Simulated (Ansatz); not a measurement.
**CH6AlFGe: up Jacob's ladder to CCSD(T)**

The task here is to estimate one member of a computed series from the others.

The runs use Ansatz 0.2.0, Gaussian basis; functionals in def2-TZVPP, the program's frozen cores in correlated methods.

Plan: PBE-D4, r2SCAN-D4, PBE0-D4, B3LYP-D4, ωB97X-V, ωB97M-V, B2PLYP; CCSD(T)/def2-TZVPP; MP2/def2-QZVPP; extrapolation to the limit.

## The geometry

All runs share one geometry, relaxed beforehand with PBE0-D4 in a triple-zeta def2 set.

SMILES `F[CH2][AlH][GeH3]`, 10 atoms, charge 0, spin multiplicity 1.

Atoms are counted from 1 here; the program's logs count them from 0.

Bond lengths: F1–C2 1.399 Å, C2–Al3 1.982 Å, C2–H5 1.098 Å, C2–H6 1.098 Å, Al3–Ge4 2.474 Å, Al3–H7 1.591 Å, Ge4–H8 1.541 Å, Ge4–H9 1.541 Å, Ge4–H10 1.542 Å. Angles: F1–C2–Al3 111.5°, F1–C2–H5 107.7°, F1–C2–H6 107.7°, Al3–C2–H5 111.9°, Al3–C2–H6 111.9°, H5–C2–H6 105.8°, C2–Al3–Ge4 118.9°, C2–Al3–H7 117.1°, Ge4–Al3–H7 124.0°, Al3–Ge4–H8 113.2°, Al3–Ge4–H9 111.4°, Al3–Ge4–H10 111.1°, H8–Ge4–H9 107.2°, H8–Ge4–H10 107.0°, H9–Ge4–H10 106.7°.

Set-up of the first run:

in.yaml reads:

```yaml
crystal:
  periodic: [false, false, false]
  atoms:
    - {symbol: F, position_ang: [-1.988514, 0.960147, 0.269269]}
    - {symbol: C, position_ang: [-0.803295, 1.703975, 0.284598]}
    - {symbol: Al, position_ang: [0.783497, 0.545605, 0.019174]}
    - {symbol: Ge, position_ang: [0.451832, -1.887618, -0.277900]}
    - {symbol: H, position_ang: [-0.882959, 2.475180, -0.493451]}
    - {symbol: H, position_ang: [-0.761118, 2.245546, 1.239243]}
    - {symbol: H, position_ang: [2.206717, 1.256257, 0.008057]}
    - {symbol: H, position_ang: [1.773471, -2.668462, -0.410722]}
    - {symbol: H, position_ang: [-0.319592, -2.497939, 0.908318]}
    - {symbol: H, position_ang: [-0.376840, -2.183691, -1.543587]}
basis:
  gaussian: {orbitals: def2-TZVPP}
hamiltonian: {xc: pbe, dispersion: d4}
output: {forces: true, orbitals: {seedname: orbitals}}
```

Command:

```sh
> ansatz run in.yaml --threads 4 --pin off --events-out ev --progress --plain --max-ram 10444MiB
```

Among the steps run: PBE-D4 (GGA); r2SCAN-D4 (meta-GGA); PBE0-D4 (hybrid); B3LYP-D4 (hybrid); ωB97X-V (range-separated); ωB97M-V (range-separated); B2PLYP (double hybrid); CCSD(T) in def2-TZVPP; MP2 in def2-QZVPP.

One table of the session follows, with a row left open; its other results are not shown here.

| method | atomisation energy (kcal/mol) |
| --- | --- |
| PBE-D4 | 710.1 |
| r2SCAN-D4 | 709.8 |
| PBE0-D4 | 701.5 |
| B3LYP-D4 | 704.7 |
| ωB97X-V | 712.2 |
| ωB97M-V | 705.9 |
| B2PLYP | 697.2 |
| HF/def2-TZVPP | 518.1 |
| MP2/def2-TZVPP | 694.4 |
| CCSD/def2-TZVPP | 685.4 |
| CCSD(T)/def2-TZVPP | 693.8 |
| MP2/CBS | ? |
| CCSD(T)/CBS | 709.9 |

Q: Estimate the row for MP2/CBS from the others.

The run gave: atomisation energy (kcal/mol): 710.5. In the column «atomisation energy (kcal/mol)» it lies between PBE-D4 (710.1) and ωB97X-V (712.2).

Caveats from the session: Free atoms (1 F, 1 C, 1 Al, 1 Ge, 6 H) were run apart at each level; the atomisation energy is their sum less the molecule, without zero-point or spin-orbit terms.
